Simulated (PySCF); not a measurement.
# C2H14Si4 (SiEt(SiH3)3): the cost of one run

Computed with PySCF 2.14.0, with density-fitted response routines of our own, on a single molecule in the gas phase. Atoms count from 0, in the outputs and in this text.

## 1. The molecule as given

20 atoms, charge 0, multiplicity 1; geometry from: GFN2-xTB. The atoms were then displaced at random by about 0.03 Å, so the start is not that level's minimum.

Bonds of the start (Å): Si0–C1 1.91, Si0–Si8 2.26, Si0–Si12 2.51, Si0–Si16 2.29, C1–C2 1.56, C1–H3 1.17, C1–H4 1.09, C2–H5 1.11, C2–H6 1.04, C2–H7 1.01, Si8–H9 1.48, Si8–H10 1.42, Si8–H11 1.50, Si12–H13 1.49, Si12–H14 1.40, Si12–H15 1.44, Si16–H17 1.49, Si16–H18 1.47, Si16–H19 1.54.

## 2. Geometry optimisation at PBE0-D3(BJ)/def2-SVP

The job: settings as JSON, then the geometry in Å.

```
{"job": {"xc": "PBE0", "basis": "def2-SVP", "d3": "d3bj", "grid": 1, "maxiter": 40, "shake": 0.03, "kind": "geom"}, "charge": 0, "multiplicity": 1}
Si     0.335830    -0.088580    -0.376060
C      0.260900    -0.035420     1.534790
C     -1.182280     0.038860     2.109040
H      0.963440     0.826680     1.906420
H      0.765420    -0.945220     1.872100
H     -1.101000     0.034450     3.216560
H     -1.592490     0.959380     1.834370
H     -1.677550    -0.778720     1.779340
Si     2.522410    -0.016580    -0.959140
H      3.237630    -1.250780    -0.579200
H      3.275490     1.080330    -0.452350
H      2.665150     0.049240    -2.454750
Si    -0.904460     1.984230    -1.070710
H     -0.452660     3.145650    -0.262090
H     -2.291690     1.854340    -0.902260
H     -0.559470     2.291320    -2.430630
Si    -0.865040    -1.913660    -1.053260
H     -0.668820    -3.077520    -0.146350
H     -0.467410    -2.393130    -2.381970
H     -2.401000    -1.750700    -1.084520
```

On the command line:

```sh
$ OMP_NUM_THREADS=1 python probes_run.py task.json out
```

The driver reads the jobs from task.json and runs them one after another.

**Question.** How long does this first job take on 1 thread of Arm Neoverse V1, shared host, and how much memory does it need?

About 3.5 min, with a peak of 0.71 GiB.
